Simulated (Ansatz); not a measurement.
# C₂H₅AlF₂O: small, medium and large basis sets

One table from this session's results is given with a row withheld; the runs are named, their logs left out.

Computed with Ansatz 0.2.0, Gaussian basis. Level: one geometry, several basis sets.

Plan: PBE0-D4/def2-SVP; ωB97M-V/def2-SVP; PBE0-D4/def2-QZVPP; ωB97M-V/def2-QZVPP; the functionals' def2-TZVPP values are taken from earlier runs.

## The relaxed structure

The geometry comes from an earlier relaxation with PBE0-D4 in a triple-zeta def2 set; it is a stationary point, not always the lowest conformer.

SMILES `[OH][Al]([F])[CH2]CF`, 11 atoms, charge 0, spin multiplicity 1.

Atoms are counted from 1 here; the program's logs count them from 0.

Bond lengths: O1–Al2 1.685 Å, O1–H7 0.955 Å, Al2–F3 1.649 Å, Al2–C4 1.942 Å, C4–C5 1.504 Å, C4–H8 1.097 Å, C4–H9 1.096 Å, C5–F6 1.391 Å, C5–H10 1.094 Å, C5–H11 1.094 Å. Angles: Al2–O1–H7 125.4°, O1–Al2–F3 120.1°, O1–Al2–C4 119.9°, F3–Al2–C4 120.1°, Al2–C4–C5 115.1°, Al2–C4–H8 107.8°, Al2–C4–H9 108.0°, C5–C4–H8 109.8°, C5–C4–H9 109.9°, H8–C4–H9 105.8°, C4–C5–F6 110.6°, C4–C5–H10 111.9°, C4–C5–H11 111.9°, F6–C5–H10 106.9°, F6–C5–H11 106.9°, H10–C5–H11 108.2°.

The first run:

in.yaml reads:

```yaml
crystal:
  periodic: [false, false, false]
  atoms:
    - {symbol: O, position_ang: [1.034269, 1.199181, -1.646276]}
    - {symbol: Al, position_ang: [0.751203, -0.390913, -1.164588]}
    - {symbol: F, position_ang: [1.346789, -1.643715, -2.057076]}
    - {symbol: C, position_ang: [-0.278689, -0.745190, 0.442900]}
    - {symbol: C, position_ang: [-0.739884, 0.478112, 1.186384]}
    - {symbol: F, position_ang: [-1.471307, 0.118731, 2.313994]}
    - {symbol: H, position_ang: [1.526749, 1.463877, -2.421087]}
    - {symbol: H, position_ang: [-1.143690, -1.356621, 0.159130]}
    - {symbol: H, position_ang: [0.329236, -1.376042, 1.102143]}
    - {symbol: H, position_ang: [0.100386, 1.086992, 1.532622]}
    - {symbol: H, position_ang: [-1.389661, 1.108587, 0.572554]}
basis:
  gaussian: {orbitals: def2-SVP}
hamiltonian: {xc: pbe0, dispersion: d4}
output: {orbitals: {seedname: orbitals}}
```

Started as:

```sh
> ansatz run in.yaml --threads 4 --pin off --events-out ev --progress --plain --max-ram 10444MiB
```

Among the steps run: PBE0-D4 in def2-SVP; ωB97M-V in def2-SVP; PBE0-D4 in def2-QZVPP; ωB97M-V in def2-QZVPP.

One table of the session follows, with a row left open; its other results are not shown here.

| functional | basis | HOMO (eV) |
| --- | --- | --- |
| PBE0-D4 | def2-SVP | -8.83 |
| PBE0-D4 | def2-TZVPP | -8.97 |
| PBE0-D4 | def2-QZVPP | -9.01 |
| ωB97M-V | def2-SVP | -11.10 |
| ωB97M-V | def2-TZVPP | -11.26 |
| ωB97M-V | def2-QZVPP | ? |

**Question.** Estimate the row for ωB97M-V, def2-QZVPP.

As computed: HOMO (eV): -11.30. In the column «HOMO (eV)» it is the lowest.
